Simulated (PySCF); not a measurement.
# C4H5BO: runs on many settings

Aim: see how C4H5BO (`Bc1ccoc1`) answers to the choice of functional, basis, grid and SCF options, and what happens with inputs that are wrong on purpose.

Programs: PySCF 2.14.0, with density-fitted response routines of our own. Each step states its level of theory. These are calculated values for one molecule, in the gas phase or a continuum, unless marked as measured. Atoms count from 0, in the outputs and in this text.

### Step 1. The starting structure

11 atoms, charge 0, multiplicity 1; geometry from: GFN2-xTB.

Bonds of the start (Å): B0–C1 1.53, C1–C2 1.44, C2–C3 1.35, C3–O4 1.35, O4–C5 1.33, C5–C1 1.38, B0–H6 1.17, B0–H7 1.17, C2–H8 1.07, C3–H9 1.07, C5–H10 1.07.

### Step 2. Spin-spin couplings: PBE/6-31G in chloroform

What the job is given:

```
{"job": {"kind": "j", "xc": "PBE", "basis": "6-31G", "solvent": "chloroform"}, "charge": 0, "multiplicity": 1}
B      1.947223    -0.100790     0.116124
C      0.425491    -0.072653    -0.026030
C     -0.527418     0.745658     0.669231
C     -1.753166     0.408854     0.202452
O     -1.652847    -0.558865    -0.734674
C     -0.355769    -0.838838    -0.864128
H      2.477328     0.613912     0.874013
H      2.573308    -0.841057    -0.537516
H     -0.304136     1.481404     1.414186
H     -2.738680     0.760486     0.436248
H     -0.085909    -1.595439    -1.575869
```

With the program's defaults for keys left out, this is: PBE/6-31G indirect spin-spin coupling, non-relativistic, IEF-PCM chloroform.

The run is started by

```console
$ OMP_NUM_THREADS=1 python probes_run.py task.json out
```

The driver reads the jobs from task.json and runs them one after another.

Standard output:

```text
coarse grid: 9616 points
cycle   1  E = -255.0627091375  dE =  9.060e-01  |g| = 5.010e-01  |ddm| = 3.435e+00
cycle   2  E = -254.9526065471  dE =  1.101e-01  |g| = 8.255e-01  |ddm| = 1.530e+00
cycle   3  E = -255.1261005531  dE = -1.735e-01  |g| = 1.438e-01  |ddm| = 1.017e+00
cycle   4  E = -255.1313911309  dE = -5.291e-03  |g| = 5.540e-02  |ddm| = 2.006e-01
cycle   5  E = -255.1321038292  dE = -7.127e-04  |g| = 2.502e-02  |ddm| = 7.631e-02
cycle   6  E = -255.1322430414  dE = -1.392e-04  |g| = 5.594e-03  |ddm| = 2.722e-02
cycle   7  E = -255.1322503026  dE = -7.261e-06  |g| = 2.393e-03  |ddm| = 8.359e-03
final grid: 94112 points
cycle   8  E = -255.0667947639  dE =  3.343e-05  |g| = 1.863e-02  |ddm| = 2.912e-02
cycle   9  E = -255.0664644055  dE =  3.304e-04  |g| = 4.354e-02  |ddm| = 5.364e-02
cycle  10  E = -255.0668688290  dE = -4.044e-04  |g| = 4.400e-03  |ddm| = 3.807e-02
cycle  11  E = -255.0668739858  dE = -5.157e-06  |g| = 9.905e-04  |ddm| = 5.315e-03
cycle  12  E = -255.0668742866  dE = -3.008e-07  |g| = 2.250e-04  |ddm| = 1.322e-03
cycle  13  E = -255.0668743004  dE = -1.379e-08  |g| = 5.986e-05  |ddm| = 2.821e-04
cycle  14  E = -255.0668743013  dE = -9.036e-10  |g| = 2.622e-05  |ddm| = 8.602e-05
converged SCF energy = -255.0668743013

Indirect spin-spin couplings (Hz)
  i      j    bonds     total        FC       PSO       DSO        SD
  0 B    1 C    1     83.866    85.667    -2.131     0.227     0.102
  0 B    2 C    2      4.131     3.852     0.212    -0.037     0.105
  0 B    3 C    3      4.349     4.220     0.186    -0.112     0.055
  0 B    4 O    3     -2.661    -1.701    -0.644     0.063    -0.379
  0 B    5 C    2      9.907     9.100     0.251    -0.032     0.588
  0 B    6 H    1    141.444   142.097    -1.661     0.550     0.459
  0 B    7 H    1    138.065   138.712    -1.651     0.554     0.450
  0 B    8 H    3      2.451     2.607    -0.019    -0.134    -0.003
  0 B    9 H    4     -0.360    -0.074     0.206    -0.493     0.001
  0 B   10 H    3      0.240     0.417    -0.002    -0.157    -0.017
  1 C    2 C    1     54.609    57.910    -3.569     0.268         -
  1 C    3 C    2      0.690     0.906    -0.223     0.007         -
  1 C    4 O    2      2.785     0.945     1.830     0.010         -
  1 C    5 C    1     62.610    68.217    -5.886     0.279         -
  1 C    6 H    2     -0.736    -0.192    -0.511    -0.033         -
  1 C    7 H    2     -0.347     0.223    -0.535    -0.035         -
  1 C    8 H    2      2.744     3.604    -0.537    -0.323         -
  1 C    9 H    3      3.683     4.278    -0.002    -0.594         -
  1 C   10 H    2      9.129    10.276    -0.716    -0.431         -
  2 C    3 C    1     79.182    85.592    -6.666     0.256         -
  2 C    4 O    2      0.951    -0.294     1.232     0.013         -
  2 C    5 C    2      1.974     1.997    -0.036     0.014         -
  2 C    6 H    3      3.681     3.644    -0.006     0.043         -
  2 C    7 H    3      6.128     6.293     0.147    -0.312         -
  2 C    8 H    1    168.767   167.464     0.307     0.996         -
  2 C    9 H    2      5.556     6.844    -0.756    -0.532         -
  2 C   10 H    3      3.866     4.405     0.076    -0.615         -
  3 C    4 O    1     22.779    17.804     5.132    -0.157         -
  3 C    5 C    2      0.572     1.234    -0.637    -0.025         -
  3 C    6 H    4     -0.476    -0.374     0.150    -0.252         -
  3 C    8 H    2      8.150     9.529    -0.963    -0.416         -
  3 C    9 H    1    192.562   191.356     0.126     1.080         -
  3 C   10 H    3      7.285     7.999     0.002    -0.716         -
  4 O    5 C    1     25.254    17.828     7.584    -0.157         -
  4 O    7 H    4      0.289     0.299    -0.151     0.141         -
  4 O    8 H    3     -2.525    -3.096     0.235     0.336         -
  4 O    9 H    2    -18.827   -19.739     0.751     0.161         -
  4 O   10 H    2    -19.150   -20.473     1.157     0.166         -
  5 C    6 H    3      7.049     7.178     0.180    -0.310         -
  5 C    7 H    3      2.658     2.563     0.021     0.073         -
  5 C    8 H    3      5.513     5.969     0.130    -0.587         -
  5 C    9 H    3      6.621     7.351    -0.011    -0.719         -
  5 C   10 H    1    193.818   192.815    -0.093     1.096         -
  6 H    7 H    2     -2.784    -1.238     0.486    -2.032         -
  6 H    8 H    4      0.227    -0.110    -0.235     0.571         -
  6 H    9 H    5     -0.410     0.258     0.407    -1.074         -
  6 H   10 H    4     -0.498     0.300     0.458    -1.256         -
  7 H    8 H    4     -0.927    -0.150     0.445    -1.222         -
  7 H   10 H    4      0.773     0.453    -0.238     0.559         -
  8 H    9 H    3      1.776     2.701     0.294    -1.219         -
  8 H   10 H    4     -1.017     0.537     0.767    -2.321         -
  9 H   10 H    4     -0.703     1.037     0.721    -2.462         -
```

Run time: 4.3 s. Hardware: 1 thread of Arm Neoverse V2, shared host.

The basis is not made for couplings: without tight functions at the nuclei these values are rough.

A choice of the couplings up to four bonds, sorted by the number of bonds, with means over like pairs; isotopes 11B, 13C, 1H, 17O:

| pair | bonds | J (Hz) | Fermi contact (Hz) | dihedral (°) |
| --- | --- | --- | --- | --- |
| C5–H10 | 1 | 193.8 | 192.8 | – |
| C3–H9 | 1 | 192.6 | 191.4 | – |
| C2–H8 | 1 | 168.8 | 167.5 | – |
| B0–H6 | 1 | 139.8 | 140.4 | – |
| B0–C1 | 1 | 83.9 | 85.7 | – |
| C2–C3 | 1 | 79.2 | 85.6 | – |
| C1–C5 | 1 | 62.6 | 68.2 | – |
| C1–C2 | 1 | 54.6 | 57.9 | – |
| O4–C5 | 1 | 25.3 | 17.8 | – |
| O4–H10 | 2 | -19.1 | -20.5 | – |
| O4–H9 | 2 | -18.8 | -19.7 | – |
| B0–C5 | 2 | 9.9 | 9.1 | – |
| C1–H10 | 2 | 9.1 | 10.3 | – |
| C3–H8 | 2 | 8.2 | 9.5 | – |
| C2–H9 | 2 | 5.6 | 6.8 | – |
| B0–C2 | 2 | 4.1 | 3.9 | – |
| C1–O4 | 2 | 2.8 | 0.9 | – |
| H6–H7 | 2 | -2.8 | -1.2 | – |
| C3–H10 | 3 | 7.3 | 8.0 | -180 |
| C5–H9 | 3 | 6.6 | 7.4 | 180 |
| C5–H8 | 3 | 5.5 | 6.0 | -180 |
| C2–H6 | 3 | 4.9 | 5.0 | – |
| C5–H6 | 3 | 4.9 | 4.9 | – |
| B0–C3 | 3 | 4.3 | 4.2 | 180 |
| C2–H10 | 3 | 3.9 | 4.4 | 180 |
| C1–H9 | 3 | 3.7 | 4.3 | -180 |
| B0–O4 | 3 | -2.7 | -1.7 | -180 |
| H8–H10 | 4 | -1.0 | 0.5 | – |

The spin-dipole term was solved for some atoms only; pairs without it lack that part.

The response was solved for the nuclei of B, C, H alone, so couplings that need other nuclei can be missing.

Quadrupole couplings from the field gradients of the same density:

| atom | isotope | eQq/h (MHz) | η |
| --- | --- | --- | --- |
| O4 | 17O | -7.553 | 0.15 |
| B0 | 11B | 4.671 | 0.04 |

### Step 3. Spin-spin couplings: PBE0/6-31G*

Same as in step 2 but for these lines:

```diff
@@ -1,2 +1,2 @@
-{"job": {"kind": "j", "xc": "PBE", "basis": "6-31G", "solvent": "chloroform"}, "charge": 0, "multiplicity": 1}
+{"job": {"kind": "j", "xc": "PBE0", "basis": "6-31G*", "scf": {"level_shift": 0.1}}, "charge": 0, "multiplicity": 1}
 B      1.947223    -0.100790     0.116124
```

With the program's defaults for keys left out, this is: PBE0/6-31G* indirect spin-spin coupling, non-relativistic, gas phase.

Standard output:

```text
final grid: 94112 points
cycle   1  E = -255.1100152991  dE =  1.052e+00  |g| = 4.366e-01  |ddm| = 3.273e+00
cycle   2  E = -255.1126323870  dE = -2.617e-03  |g| = 4.660e-01  |ddm| = 6.779e-01
cycle   3  E = -255.1566596641  dE = -4.403e-02  |g| = 4.219e-02  |ddm| = 2.989e-01
cycle   4  E = -255.1570487873  dE = -3.891e-04  |g| = 2.586e-02  |ddm| = 7.599e-02
cycle   5  E = -255.1571889581  dE = -1.402e-04  |g| = 6.214e-03  |ddm| = 2.293e-02
cycle   6  E = -255.1571970657  dE = -8.108e-06  |g| = 1.573e-03  |ddm| = 5.957e-03
cycle   7  E = -255.1571976823  dE = -6.166e-07  |g| = 4.059e-04  |ddm| = 1.473e-03
cycle   8  E = -255.1571977301  dE = -4.778e-08  |g| = 8.314e-05  |ddm| = 4.254e-04
cycle   9  E = -255.1571977342  dE = -4.056e-09  |g| = 5.078e-05  |ddm| = 1.673e-04
cycle  10  E = -255.1571977352  dE = -1.048e-09  |g| = 2.017e-05  |ddm| = 6.392e-05
cycle  11  E = -255.1571977354  dE = -1.901e-10  |g| = 6.195e-06  |ddm| = 2.676e-05
level shift removed, Fock matrix diagonalised once more
converged SCF energy = -255.1571977354

Indirect spin-spin couplings (Hz)
  i      j    bonds     total        FC       PSO       DSO        SD
  0 B    1 C    1     85.684    87.429    -2.069     0.226     0.098
  0 B    2 C    2      4.965     4.654     0.213    -0.038     0.136
  0 B    3 C    3      4.212     4.133     0.205    -0.114    -0.013
  0 B    4 O    3     -2.508    -1.628    -0.601     0.066    -0.345
  0 B    5 C    2     10.000     9.071     0.269    -0.032     0.692
  0 B    6 H    1    141.414   142.039    -1.716     0.492     0.600
  0 B    7 H    1    138.072   138.694    -1.701     0.497     0.581
  0 B    8 H    3      1.994     2.136     0.000    -0.136    -0.005
  0 B   10 H    3     -0.001     0.151     0.023    -0.160    -0.016
  1 C    2 C    1     63.458    66.868    -3.670     0.261         -
  1 C    3 C    2     -0.549    -0.403    -0.147     0.001         -
  1 C    4 O    2      1.622    -0.060     1.665     0.017         -
  1 C    5 C    1     74.177    80.190    -6.283     0.270         -
  1 C    6 H    2      0.547     1.104    -0.524    -0.033         -
  1 C    7 H    2      1.003     1.578    -0.538    -0.037         -
  1 C    8 H    2      3.276     4.081    -0.480    -0.326         -
  1 C    9 H    3      4.145     4.554     0.192    -0.602         -
  1 C   10 H    2      9.210    10.326    -0.678    -0.439         -
  2 C    3 C    1     91.225    97.908    -6.930     0.247         -
  2 C    4 O    2     -0.167    -1.241     1.054     0.020         -
  2 C    5 C    2     -0.287    -0.314     0.019     0.008         -
  2 C    6 H    3      3.103     3.110    -0.051     0.043         -
  2 C    7 H    3      5.614     5.725     0.204    -0.315         -
  2 C    8 H    1    169.196   168.321    -0.100     0.974         -
  2 C    9 H    2      5.452     6.675    -0.683    -0.540         -
  2 C   10 H    3      4.770     5.130     0.262    -0.623         -
  3 C    4 O    1     10.760     5.640     5.262    -0.142         -
  3 C    5 C    2      0.949     1.396    -0.409    -0.037         -
  3 C    6 H    4     -0.282    -0.230     0.204    -0.256         -
  3 C    7 H    4      0.181     0.316     0.180    -0.314         -
  3 C    8 H    2      6.429     7.776    -0.927    -0.420         -
  3 C    9 H    1    191.851   191.098    -0.317     1.070         -
  3 C   10 H    3      5.823     6.308     0.246    -0.731         -
  4 O    5 C    1     12.063     4.567     7.635    -0.140         -
  4 O    7 H    4      0.218     0.233    -0.163     0.147         -
  4 O    8 H    3     -2.415    -2.845     0.083     0.348         -
  4 O    9 H    2    -16.521   -17.420     0.729     0.170         -
  4 O   10 H    2    -16.498   -17.783     1.108     0.177         -
  5 C    6 H    3      6.351     6.425     0.238    -0.312         -
  5 C    7 H    3      2.265     2.252    -0.064     0.077         -
  5 C    8 H    3      6.145     6.440     0.300    -0.595         -
  5 C    9 H    3      5.311     5.815     0.231    -0.735         -
  5 C   10 H    1    193.137   192.608    -0.552     1.081         -
  6 H    7 H    2     -1.090     0.258     0.748    -2.096         -
  6 H    9 H    5     -0.288     0.147     0.645    -1.081         -
  6 H   10 H    4     -0.302     0.294     0.671    -1.267         -
  7 H    8 H    4     -0.744    -0.163     0.651    -1.232         -
  7 H    9 H    5      0.166     0.704     0.756    -1.294         -
  7 H   10 H    4      0.624     0.471    -0.401     0.554         -
  8 H    9 H    3      1.955     2.702     0.486    -1.233         -
  8 H   10 H    4     -0.436     0.557     1.339    -2.332         -
  9 H   10 H    4      0.591     1.615     1.454    -2.478         -
```

Run time: 8 s. Hardware: 1 thread of Arm Neoverse V2, shared host.

This basis has no tight s functions, so the Fermi-contact terms are rough.

This run: J(C5,H10) 193.1 Hz, J(C3,H9) 191.9 Hz, J(C2,H8) 169.2 Hz (means over like pairs).

[end of part 1 of 2]
